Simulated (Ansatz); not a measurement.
# BFH7NSi2: the cost of one run

All numbers are computed with Ansatz 0.2.0, driven from Python. The levels of theory stand in the script.

### 1 The structure

Bond lengths: B1–N2 1.516 Å, N2–Si3 1.767 Å, N2–Si4 1.781 Å, Si4–F5 1.727 Å, B1–H6 1.145 Å, B1–H7 1.229 Å, Si3–H8 1.425 Å, Si3–H9 1.533 Å, Si3–H10 1.487 Å, Si4–H11 1.525 Å, Si4–H12 1.415 Å. Angles (14 of 18 angles, heavy atoms first): B1–N2–Si3 106.1°, B1–N2–Si4 106.3°, Si3–N2–Si4 106.6°, N2–Si4–F5 109.1°, N2–B1–H6 126.0°, N2–B1–H7 117.7°, N2–Si3–H8 112.3°, N2–Si3–H9 110.3°, N2–Si3–H10 111.3°, N2–Si4–H11 107.0°, N2–Si4–H12 113.1°, F5–Si4–H11 105.1°, F5–Si4–H12 110.9°, H6–B1–H7 116.1°.

bfh7nsi2.xyz, read by the script:

```xyz
12

B     0.30030    1.57590    0.03050
N    -0.55340    0.35150    0.29390
Si    0.40800   -0.70110    1.33800
Si   -0.71500   -0.49010   -1.26740
F    -1.73100    0.43960   -2.30930
H     1.32070    1.58550   -0.48930
H    -0.17150    2.67470    0.31560
H    -0.24640   -1.93720    1.61010
H     0.69860   -0.00520    2.67310
H     1.72730   -1.01120    0.72640
H    -1.48990   -1.77680   -1.00260
H     0.52940   -0.76080   -1.88490
```

### 2 The code

methods_bfh7nsi2.py

```python
from pathlib import Path

import ansatz as az
import numpy as np

bfh7nsi2 = az.Crystal.molecule_from_extxyz("bfh7nsi2.xyz")

base = bfh7nsi2.calculation().basis(gaussian="cc-pVDZ")

print("functional    E (Ha)        dipole (D)   HOMO (eV)  LUMO (eV)")
for name in ["r2scan0", "hf", "revpbe", "hse06", "cam_b3lyp"]:
    report = base.functional(name).forces().orbitals().run(runs_dir="runs").report
    lines = Path(report["orbitals_path"]).read_text().splitlines()
    field_of = lambda key: [line.split("=")[1].strip() for line in lines if line.startswith(key)]
    orbitals = [(27.211386 * float(e), s, float(n)) for e, s, n in zip(field_of("Ene="), field_of("Spin="), field_of("Occup="))]
    homo = max(e for e, _, n in orbitals if n > 0.5)
    lumo = min(e for e, _, n in orbitals if n < 0.5)
    dipole = 4.803205 * np.linalg.norm(report["charge_distribution"]["dipole_moment_e_ang"])
    print(f"{name:10s} {report['free_energy_ev'] / 27.211386246:14.6f} {dipole:9.3f} {homo:11.3f} {lumo:10.3f}")
```

### 3 The calls as engine input

The package turns the script's settings into the engine's input (first run):

```yaml
crystal:
  periodic: [false, false, false]
  atoms:
    - { symbol: B, position_ang: [0.3003, 1.5759, 0.0305] }
    - { symbol: "N", position_ang: [-0.5534, 0.3515, 0.2939] }
    - { symbol: Si, position_ang: [0.408, -0.7011, 1.338] }
    - { symbol: Si, position_ang: [-0.715, -0.4901, -1.2674] }
    - { symbol: F, position_ang: [-1.731, 0.4396, -2.3093] }
    - { symbol: H, position_ang: [1.3207, 1.5855, -0.4893] }
    - { symbol: H, position_ang: [-0.1715, 2.6747, 0.3156] }
    - { symbol: H, position_ang: [-0.2464, -1.9372, 1.6101] }
    - { symbol: H, position_ang: [0.6986, -0.0052, 2.6731] }
    - { symbol: H, position_ang: [1.7273, -1.0112, 0.7264] }
    - { symbol: H, position_ang: [-1.4899, -1.7768, -1.0026] }
    - { symbol: H, position_ang: [0.5294, -0.7608, -1.8849] }
basis:
  gaussian:
    orbitals: cc-pVDZ
hamiltonian:
  xc: r2scan0
output:
  orbitals: {}
  forces: true
```

### 4 Running it

Run with:

```sh
$ python methods_bfh7nsi2.py
```

Q: Estimate wall time and peak memory on 1 thread of Arm Neoverse V1, shared host.

About 36 s, with a peak of 0.36 GiB.
